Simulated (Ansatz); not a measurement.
# ClFH₄N₂Si: one species, many methods

One table from this session's results is given with a row withheld; the runs are named, their logs left out.

Method: functionals in def2-TZVPP, the program's frozen cores in correlated methods; program: Ansatz 0.2.0, Gaussian basis.

Levels to be run: LDA (SPW92), PBE-D4, revPBE-D4, BLYP-D4, r2SCAN-D4, B97M-V, PBE0-D4, B3LYP-D4, r2SCANh-D4, r2SCAN0-D4, HSE06-D4, BHLYP-D4, CAM-B3LYP-D4, LC-ωPBE, ωB97X-V, ωB97M-V, B2PLYP, PBE-QIDH; CCSD(T)/def2-SVP; CCSD(T)/def2-TZVPP; MP2/def2-QZVPP; extrapolation to the limit; RPA on PBE.

### Structure used throughout

An earlier PBE0-D4 in a triple-zeta def2 set relaxation fixed the geometry.

SMILES `N[Si](N)(F)Cl`, 9 atoms, charge 0, spin multiplicity 1.

Atoms are counted from 1 here; the program's logs count them from 0.

Bond lengths: N1–Si2 1.688 Å, N1–H6 1.006 Å, N1–H7 1.007 Å, Si2–N3 1.684 Å, Si2–F4 1.593 Å, Si2–Cl5 2.053 Å, N3–H8 1.006 Å, N3–H9 1.005 Å. Angles: Si2–N1–H6 120.4°, Si2–N1–H7 120.4°, H6–N1–H7 112.2°, N1–Si2–N3 109.6°, N1–Si2–F4 104.4°, N1–Si2–Cl5 117.1°, N3–Si2–F4 116.4°, N3–Si2–Cl5 105.5°, F4–Si2–Cl5 104.2°, Si2–N3–H8 121.2°, Si2–N3–H9 121.8°, H8–N3–H9 113.1°.

The first run:

in.yaml

```yaml
crystal:
  periodic: [false, false, false]
  atoms:
    - {symbol: N, position_ang: [-1.103438, 0.512564, -0.802398]}
    - {symbol: Si, position_ang: [0.413721, -0.007873, -0.276117]}
    - {symbol: N, position_ang: [0.278159, -0.677898, 1.262924]}
    - {symbol: F, position_ang: [0.921677, -0.982262, -1.429205]}
    - {symbol: Cl, position_ang: [1.890326, 1.411096, -0.127004]}
    - {symbol: H, position_ang: [-1.655760, 1.131665, -0.233138]}
    - {symbol: H, position_ang: [-1.287441, 0.634505, -1.784505]}
    - {symbol: H, position_ang: [-0.423915, -1.367732, 1.471865]}
    - {symbol: H, position_ang: [1.054973, -0.700365, 1.900478]}
basis:
  gaussian: {orbitals: def2-TZVPP}
hamiltonian: {xc: lda}
output: {orbitals: {seedname: orbitals}}
```

Among the steps run: LDA; PBE-D4 (GGA); revPBE-D4 (GGA); BLYP-D4 (GGA); r2SCAN-D4 (meta-GGA); B97M-V (meta-GGA); PBE0-D4 (hybrid); B3LYP-D4 (hybrid); r2SCANh-D4 (hybrid); r2SCAN0-D4 (hybrid); HSE06-D4 (hybrid); BHLYP-D4 (hybrid); CAM-B3LYP-D4 (range-separated); LC-ωPBE-D4 (range-separated; the results give it without D4); ωB97X-V (range-separated); ωB97M-V (range-separated); B2PLYP (double hybrid); PBE-QIDH (double hybrid).

One table of the session follows, with a row left open; its other results are not shown here.

It belongs to the step «Orbital energies across the functionals». 

| functional | HOMO (eV) | LUMO (eV) | gap (eV) |
| --- | --- | --- | --- |
| LDA (SPW92) | -6.72 | -0.30 | 6.42 |
| PBE-D4 | -6.55 | -0.17 | 6.38 |
| revPBE-D4 | -6.48 | -0.10 | 6.38 |
| BLYP-D4 | -6.41 | -0.20 | 6.21 |
| r2SCAN-D4 | -6.88 | 0.56 | 7.45 |
| B97M-V | -6.97 | 0.07 | 7.04 |
| PBE0-D4 | -8.04 | 0.68 | 8.72 |
| B3LYP-D4 | -7.77 | 0.31 | 8.08 |
| r2SCANh-D4 | ? | ? | ? |
| r2SCAN0-D4 | -8.27 | 1.17 | 9.44 |
| HSE06-D4 | -7.63 | 0.31 | 7.94 |
| BHLYP-D4 | -9.42 | 1.29 | 10.71 |
| CAM-B3LYP-D4 | -9.48 | 1.44 | 10.92 |
| LC-ωPBE | -10.92 | 2.80 | 13.72 |
| ωB97X-V | -10.52 | 2.57 | 13.09 |
| ωB97M-V | -10.40 | 2.10 | 12.50 |

**Question.** Estimate the row for r2SCANh-D4.

Worked estimate for «HOMO (eV)». Against the share of exact exchange, r2SCAN-D4 (0, -6.88), r2SCAN0-D4 (0.25, -8.27) give a slope of -5.56 per unit share; at 0.1 the line stands at -7.44.

The run gave: HOMO (eV): -7.44; LUMO (eV): 0.81; gap (eV): 8.25. In «HOMO (eV)» the line misses by 0.00.
